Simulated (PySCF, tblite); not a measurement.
**C₇H₁₃BO: geometry, infrared bands and NMR shifts**

What infrared bands and NMR shifts should C₇H₁₃BO (`CB(C)CCC1=CCO1`) show?

The runs use tblite 0.8.0 and PySCF 2.14.0, with density-fitted response routines of our own; the level of theory stands in each step. All values are computed, except where a source is named. Atoms count from 0, in the outputs and in this text.

## Step 1: Starting geometry

22 atoms, charge 0, multiplicity 1; geometry from: force field or distance geometry start.

Bonds of the start (Å): C0–B1 1.59, B1–C2 1.58, B1–C3 1.57, C3–C4 1.52, C4–C5 1.49, C5–C6 1.32, C6–C7 1.47, C7–O8 1.41, O8–C5 1.38, C0–H9 1.10, C0–H10 1.10, C0–H11 1.13, C2–H12 1.10, C2–H13 1.10, C2–H14 1.13, C3–H15 1.12, C3–H16 1.12, C4–H17 1.11, C4–H18 1.10, C6–H19 1.10, C7–H20 1.10, C7–H21 1.11.

## Step 2: Geometry optimisation with GFN2-xTB

What the job is given:

```
{"job": {"kind": "relax", "xc": "GFN2-xTB", "basis": "xTB"}, "charge": 0, "multiplicity": 1}
C     -2.526800    -1.115700     0.827500
B     -1.888700     0.051300    -0.045100
C     -2.844700     1.226900    -0.501000
C     -0.369500     0.399000     0.128800
C      0.550500    -0.607100    -0.545400
C      1.982200    -0.228600    -0.358200
C      3.081900    -0.729400     0.163800
C      3.903100     0.446300    -0.167800
O      2.688400     0.903100    -0.706500
H     -1.767100    -1.800800     1.220500
H     -3.147500    -0.732700     1.654300
H     -3.227100    -1.652500     0.124500
H     -3.665600     0.821700    -1.118200
H     -3.178400     1.756300     0.401800
H     -2.297200     2.019600    -1.095800
H     -0.056000     0.610900     1.182200
H     -0.190600     1.360100    -0.417200
H      0.308100    -0.750900    -1.614500
H      0.385800    -1.584700    -0.066200
H      3.342100    -1.668500     0.681800
H      4.712200     0.291800    -0.896900
H      4.194400     1.003400     0.745900
```

Launch:

```sh
> OMP_NUM_THREADS=1 python probes_run.py task.json out
```

The driver reads the jobs from task.json and runs them one after another.

**Question.** This job is followed by: GFN2-xTB harmonic vibrations, gas phase; GIAO PBE0/pcSseg-1 NMR shielding, non-relativistic, gas phase. What will the session give for the following? strongest single infrared mode (GFN2-xTB); zero-point energy (GFN2-xTB); 13C shifts against TMS (PBE0/pcSseg-1, means over atoms taken as alike); 1H shifts against TMS (PBE0/pcSseg-1, means over atoms taken as alike); 11B shifts against BF3·OEt2 (PBE0/pcSseg-1); 17O shifts against H2O (PBE0/pcSseg-1); surface potential, 1st and 99th percentile.

As calculated:

| quantity | value |
| --- | --- |
| strongest single infrared mode (GFN2-xTB) | 1160 cm⁻¹, 171 km/mol |
| zero-point energy (GFN2-xTB) | 115.4 kcal/mol |
| 13C shifts against TMS (PBE0/pcSseg-1, means over atoms taken as alike) | 182.0, 106.4, 76.3, 33.5, 27.3, 15.3 ppm |
| 1H shifts against TMS (PBE0/pcSseg-1, means over atoms taken as alike) | 5.51, 5.05, 2.09, 1.63, 0.95 ppm |
| 11B shifts against BF3·OEt2 (PBE0/pcSseg-1) | 90.1 ppm |
| 17O shifts against H2O (PBE0/pcSseg-1) | 172.7 ppm |
| surface potential, 1st and 99th percentile | -1.45 V and 0.98 V |

What this shows: Over 105 steps the energy fell by 0.887 eV; of the close pairs, C2–H14 changed most, 1.132 to 1.089 Å. The lowest mode is slightly imaginary (13i cm⁻¹), a soft motion within the noise of the Hessian, so the minimum is not strictly shown. The strongest single mode, at 1160 cm⁻¹, moves mainly B1. GFN2-xTB is a fitted tight-binding method: band positions and strengths are rough. Its intensities can rank the bands wrongly. The most deshielded carbon is C5 (alkene carbon bearing oxygen), at 182.0 ppm: an sp2 carbon further deshielded by the attached heteroatom. The most deshielded hydrogen is H19 (hydrogen on a β carbon of an enol-ether or enamine type C=C), at 5.51 ppm: olefinic region. By nearest atom (PBE0/pcSseg-1), the HOMO sits on C6 41 %; O8 24 % and the LUMO on B1 56 %; H11, H13, H15 about 6 % each.
